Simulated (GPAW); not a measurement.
A run of GPAW 26.7.0 is set up as follows.

Contents of run.py:

```python
from ase import Atoms
from ase.dft.bandgap import bandgap
from ase.io import write
from ase.units import Bohr, GPa
from gpaw import GPAW, PW, setup_paths
from gpaw.elf import elf_from_dft_calculation

setup_paths.insert(0, '.')

atoms = Atoms(['Ir', 'Co', 'Co', 'Co'],
              cell=[[3.582561, 0.0, 0.0],
                    [0.0, 3.582561, 0.0],
                    [0.0, 0.0, 3.582561]],
              scaled_positions=[[0.0, 0.0, 0.0],
                                [0.5, 0.5, 0.0],
                                [0.5, 0.0, 0.5],
                                [0.0, 0.5, 0.5]],
              pbc=True)
atoms.set_initial_magnetic_moments([0.6, 2.0, 2.0, 2.0])

calc = GPAW(mode=PW(600),
            xc='PBEsol',
            kpts={'size': (8, 8, 8), 'gamma': True},
            occupations={'name': 'fermi-dirac', 'width': 0.05},
            nbands=41,
            convergence={'density': 1e-05, 'energy': 1e-05},
            maxiter=150,
            txt='gpaw.txt')
atoms.calc = calc
energy = atoms.get_potential_energy()
forces = atoms.get_forces()
stress = atoms.get_stress()
calc.write('gs.gpw')
write('result.traj', atoms)
print(f'Energy: {energy:.6f} eV')
print('Forces (eV/A):')
print(forces.round(4))
print('Stress (GPa):', (stress / GPa).round(3))
print('Moments:', calc.get_magnetic_moments().round(3))
print('Fermi level:', round(calc.get_fermi_level(), 4), 'eV')
print(f'Gap: {bandgap(calc)[0]:.4f} eV, direct: {bandgap(calc, direct=True)[0]:.4f} eV')

# fields on the real-space grid
write('density.cube', atoms, data=calc.get_pseudo_density() * Bohr**3)
write('potential.cube', atoms, data=calc.get_electrostatic_potential())
write('spin.cube', atoms, data=(calc.get_pseudo_density(spin=0) - calc.get_pseudo_density(spin=1)) * Bohr**3)
write('elf.cube', atoms, data=elf_from_dft_calculation(calc).data)
```

Potentials or basis: PAW data sets generated in the run's folder for this functional, pw.

Run with:

```console
$ gpaw-setup -f PBEsol Co Ir
$ OMP_NUM_THREADS=1 python run.py
```

Task: What does it give for the net moment?

Result: 4.75 μB per cell.

Task: Estimate the band gap on the k mesh.

Result: None (metal or under the smearing width).

Task: Predict the pressure.

Result: -2.9 GPa.

Spin-orbit coupling is left out, which matters for the levels of Ir.
